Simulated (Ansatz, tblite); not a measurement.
# The cluster Ca2F4: removing and adding an electron

The task here is to estimate one member of a computed series from the others.

Program: Ansatz 0.2.0, Gaussian basis. Level of theory: as each input shows. These are calculated values, not measurements.

Plan: charge +1 doublet, at the geometry of the singlet (PBE0-D4/def2-TZVP, PBE-D4/def2-TZVP, r2SCAN-D4/def2-TZVP, CCSD(T)/def2-SVP); charge -1 doublet, at the geometry of the singlet (PBE0-D4/def2-TZVPD, PBE-D4/def2-TZVPD, r2SCAN-D4/def2-TZVPD); charge -1 doublet, relaxed (PBE0-D4/def2-TZVPD, PBE-D4/def2-TZVPD); the starting singlet's energies come from earlier runs.

2 further runs of the same task are left out: 2 set aside as unsound or not needed. Runs told in other sessions of the task aren't counted.

**The relaxed structure**

The singlet was relaxed beforehand with PBE-D4/def2-SVP. At that level it is the lowest of the isomers that a small search found.

6 atoms, charge 0, spin multiplicity 1.

Atoms are counted from 1 here; the program's logs count them from 0.

Bond lengths: Ca1–F3 2.169 Å, Ca1–F4 2.169 Å, Ca1–F6 1.978 Å, Ca2–F3 2.169 Å, Ca2–F4 2.169 Å, Ca2–F5 1.978 Å. Angles: F3–Ca1–F4 78.7°, F3–Ca1–F6 140.6°, F4–Ca1–F6 140.6°, F3–Ca2–F4 78.7°, F3–Ca2–F5 140.6°, F4–Ca2–F5 140.6°, Ca1–F3–Ca2 101.3°, Ca1–F4–Ca2 101.3°.

As a file:

```xyz
6
Ca2F4
Ca    0.63389    0.86672   -1.28851
Ca   -0.63649   -0.86467    1.28854
F     0.66677    0.82043    0.87960
F    -0.66910   -0.81847   -0.88002
F    -1.41562   -1.86179    2.80898
F     1.42057    1.85779   -2.80859
```

Set-up of the first run:

File in.yaml:

```yaml
crystal:
  periodic: [false, false, false]
  atoms:
    - {symbol: Ca, position_ang: [0.633889, 0.866716, -1.288512]}
    - {symbol: Ca, position_ang: [-0.636494, -0.864675, 1.288540]}
    - {symbol: F, position_ang: [0.666767, 0.820432, 0.879597]}
    - {symbol: F, position_ang: [-0.669105, -0.818473, -0.880019]}
    - {symbol: F, position_ang: [-1.415624, -1.861788, 2.808985]}
    - {symbol: F, position_ang: [1.420567, 1.857788, -2.808592]}
basis:
  gaussian: {orbitals: def2-SVP}
total_charge: 1
magnetization: {spin_polarized: true, initial_magnetization: 1}
hamiltonian: {xc: pbe0, dispersion: d4}
output: {orbitals: {seedname: orbitals}}
```

Run with:

```
ansatz run in.yaml --threads 4 --pin off --events-out ev --progress --plain --max-ram 3916MiB
```

Steps of the session up to this table: Charge +1 doublet at the fixed geometry, first pass, PBE0-D4/def2-SVP; Charge +1 doublet at the fixed geometry, PBE0-D4/def2-TZVP; Charge +1 doublet at the fixed geometry, PBE-D4/def2-TZVP; Charge +1 doublet at the fixed geometry, r2SCAN-D4/def2-TZVP; Charge +1 doublet at the fixed geometry, CCSD(T)/def2-SVP.

One of the session's tables, all rows but one given; the rest of the session is left out.

It belongs to the step «Vertical ionisation energy». 

| method | vertical ionisation energy (eV) |
| --- | --- |
| HF/def2-SVP | ? |
| PBE-D4/def2-TZVP | 10.46 |
| r2SCAN-D4/def2-TZVP | 10.67 |
| PBE0-D4/def2-TZVP | 11.26 |
| MP2/def2-SVP | 12.29 |
| CCSD/def2-SVP | 11.99 |
| CCSD(T)/def2-SVP | 12.02 |

Estimate the missing values for HF/def2-SVP.

**Answer.** vertical ionisation energy (eV): 10.57. In the column «vertical ionisation energy (eV)» it lies between PBE-D4/def2-TZVP (10.46) and r2SCAN-D4/def2-TZVP (10.67).

To keep in mind: The anion's highest level is positive in at least one run, so there the basis alone may hold the extra electron.
